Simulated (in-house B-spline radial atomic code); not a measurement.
# Xe¹²⁺: ionisation energy by several methods

Wanted: one ionisation energy, Xe¹²⁺ to configuration [Kr] 4d5, up the ladder of functionals.

The numbers are computed with in-house B-spline radial atomic code version 1 (scalar-relativistic (X2C), several functionals, spin-polarised; spherical all-electron atom at the radial basis limit), except any that are marked as measured or tabulated.

### Step 1. The system

* element: xenon (Z = 54)
* charge: +12
* electrons: 42
* configuration: [Kr] 4d6
* nucleus: Fermi, rms radius 4.786 fm

The outer shells:

[Kr] 4d6
```
[Kr] core
4d [↑↓][↑ ][↑ ][↑ ][↑ ]
```

Where spins are not typed, each open shell is filled with up spins first.

### Step 2. BP86, a GGA

Settings of the run:

```ini
Z = 54
electrons = 42.0
configuration = [Kr] 4d6
hamiltonian = x2c
method = b88,p86
spin_polarised = True
nucleus = fermi
rms_radius = 4.7859
mass_number = 132
atomic_mass = 131.90415508346
speed_of_light = 137.035999084
```

### Step 3. PW91, a GGA

Settings: those of step 2 with these lines changed.

```diff
@@ -4,3 +4,3 @@
 hamiltonian = x2c
-method = b88,p86
+method = pw91,pw91
 spin_polarised = True
```

### Step 4. r2SCAN, a meta-GGA

Settings: those of step 3 with these lines changed.

```diff
@@ -4,3 +4,3 @@
 hamiltonian = x2c
-method = pw91,pw91
+method = r2scan
 spin_polarised = True
```

### Step 5. SCAN, a meta-GGA

Settings: those of step 4 with these lines changed.

```diff
@@ -4,3 +4,3 @@
 hamiltonian = x2c
-method = r2scan
+method = scan,scan
 spin_polarised = True
```

Before running: The tabulated ionisation energy is 281 ± 3 eV (tabulated theoretical; NIST Atomic Spectra Database). What does each method give, and which comes nearest?

The runs gave:

| method | rung | total energy (hartree) | ΔSCF (eV) | −ε highest (eV) | ΔSCF less tabulated (eV) |
| --- | --- | --- | --- | --- | --- |
| BP86 | GGA | -7399.7433 | 282.17 | 268.84 (4d down) | +1.17 |
| PW91 | GGA | -7399.4840 | 282.15 | 268.83 (4d down) | +1.15 |
| r2SCAN | meta-GGA | -7398.9521 | 280.98 | 268.00 (4d down) | -0.02 |
| SCAN | meta-GGA | -7399.4233 | 281.01 | 268.02 (4d down) | +0.01 |

**Reading.** Against the tabulated ionisation energy, 281 ± 3 eV (tabulated theoretical; NIST Atomic Spectra Database), the best here is SCAN (+0.01 eV) and the worst BP86 (+1.17 eV, or 0.42 %). The table's own uncertainty is as large as these misses, so the order means little. Relativistic terms that these runs lack can be as large as the gaps between close methods, so the nearest may be so by luck. Spin-orbit coupling is left out. Open shells are averaged (over orientations, and over spins where the run is restricted), while tables refer to the lowest levels. For the semilocal functionals minus the highest level recovers only 95 % of their own ΔSCF value, a mark of self-interaction.

Members of this set that are not shown: 3 used exact exchange with fractional occupations of an open shell, which is unsound here.
